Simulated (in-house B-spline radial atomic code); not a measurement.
# Al⁺: ionisation energy by several methods

An exercise on one series of results from a longer session: the logs are not shown, and one member is left open.

Program: in-house B-spline radial atomic code version 1. Level of theory: scalar-relativistic (X2C), several functionals, spin-polarised; spherical all-electron atom at the radial basis limit. These are calculated values, not measurements, unless marked.

## Starting point

- element: aluminium (Z = 13)
- charge: +1
- electrons: 12
- configuration: [Ne] 3s2
- nucleus: Fermi, rms radius 3.061 fm

Outer shells as boxes (Hund's rule):

[Ne] 3s2
```
[Ne] core
3s [↑↓]
```

Where spins are not typed, each open shell is filled with up spins first.

The first run:

Settings, as recorded:

```ini
Z = 13
electrons = 12.0
configuration = [Ne] 3s2
hamiltonian = x2c
method = lc_wpbe
spin_polarised = True
nucleus = fermi
rms_radius = 3.061
mass_number = 27
atomic_mass = 26.981538408
speed_of_light = 137.035999084
```

Steps of the session up to this table: LC-ωPBE, a range-separated hybrid; r2SCAN0, a global hybrid; BP86, a GGA; TPSS, a meta-GGA; fractional-occupation HF; r2SCAN, a meta-GGA; PBE, a GGA; Hartree-Fock.

One of the session's tables, all rows but one given; the rest of the session is left out.

| method | ΔSCF (eV) |
| --- | --- |
| BP86 | 18.880 |
| PBE | ? |
| TPSS | 18.657 |
| r2SCAN | 18.411 |
| r2SCAN0 | 18.439 |
| LC-ωPBE | 18.634 |
| fractional-occupation HF | 17.550 |
| Hartree-Fock | 17.550 |

Q: Estimate the row for PBE from the others.

The run gave: ΔSCF (eV): 18.791. In the column «ΔSCF (eV)» it lies between TPSS (18.657) and BP86 (18.880).

Limits of these values: Meta-GGA runs start from a PBE run whose iterations are not counted.
